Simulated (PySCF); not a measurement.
# ErOF: other functionals and bases at one geometry

The task here is to estimate one member of a computed series from the others.

Method: several levels, as the steps say, no spin–orbit coupling; program: PySCF 2.14.0.

1 further run of the same task is left out (for a known fault of the program).

## Starting geometry

3 atoms, charge 0, spin multiplicity 1.

Bond lengths: Er1–O2 1.811 Å, Er1–F3 2.006 Å. Angles: O2–Er1–F3 112.2°.

As a file:

```xyz
3

Er    0.0251    0.0000   -0.3221
O     1.5192    0.0000    0.7020
F    -1.6497    0.0000    0.7821
```

Formal oxidation states: Er +3. Each metal's 11 4f electrons lie in its core potential, so multiplicities, spins and levels count the valence alone. An earlier session relaxed this geometry at PBE0, Er lcecp-1-SVP with ECP57, O def2-SVP, F def2-SVP (singlet, point group Cs).

At PBE0 on the finer grid: E = -213.073529 Eh, HOMO -6.64 eV, LUMO -2.53 eV, Mulliken charge on Er1 +0.90 e, largest force component 0.016 eV/Å. 

Levels to run: BP86; r2SCAN; PBE0, TZVP. Hardware: 2 threads of Arm Neoverse V1, shared host.

Set-up of the first run:

run.py (the lines that set the calculation) reads:

```python
mol = gto.M(atom='''
Er     0.02508     0.00000    -0.32211
O      1.51924     0.00000     0.70198
F     -1.64974     0.00000     0.78213''',
    basis={'Er': 'lcecp-1-SVP', 'O': 'def2-SVP', 'F': 'def2-SVP'},
    ecp={'Er': 'lcecp-1-SVP'},
    charge=0, spin=0)
mf = dft.RKS(mol, xc='B88,P86')
mf.grids.atom_grid = (75, 302)  # f atoms: unpruned, at least (60, 302)
mf = mf.density_fit()  # fitting sets: Er AutoAux, O def2-universal-JKFIT, F def2-universal-JKFIT
mf.conv_tol = 1e-08; mf.max_cycle = 55
mf.kernel(dm0)  # dm0: the density of the relaxed state
```

The run is started by

```bash
$ OMP_NUM_THREADS=2 python run.py
```

Among the steps run: BP86; r2SCAN; PBE0, TZVP.

One table of the session follows, with a row left open; its other results are not shown here.

```
              level  HOMO (eV)  gap (eV)  charge on Er1 (e)  dipole (D)  largest force component (eV/Å)
PBE0 (relaxed here)      -6.64      4.10               0.90        7.59                            0.02
               BP86          ?         ?                  ?           ?                               ?
             r2SCAN      -5.40      2.72               0.88        7.37                            0.49
         PBE0, TZVP      -6.62      4.11               1.29        7.86                            0.17
```

**Question.** Estimate the row for BP86.

The run gave: HOMO (eV): -5.30; gap (eV): 2.26; charge on Er1 (e): 0.75; dipole (D): 6.92; largest force component (eV/Å): 0.78. In the column «HOMO (eV)» it is the highest.

In one basis the HOMO–LUMO gap runs from 2.26 eV (BP86) to 4.10 eV (PBE0). The largest leftover force, 0.78 eV/Å with BP86, stands at a geometry relaxed at another level. With 4f in the core, its levels are missing from HOMO and gap, and its count is fixed, so no charge can pass from the ligands into it. Total energies of different levels can't be compared.
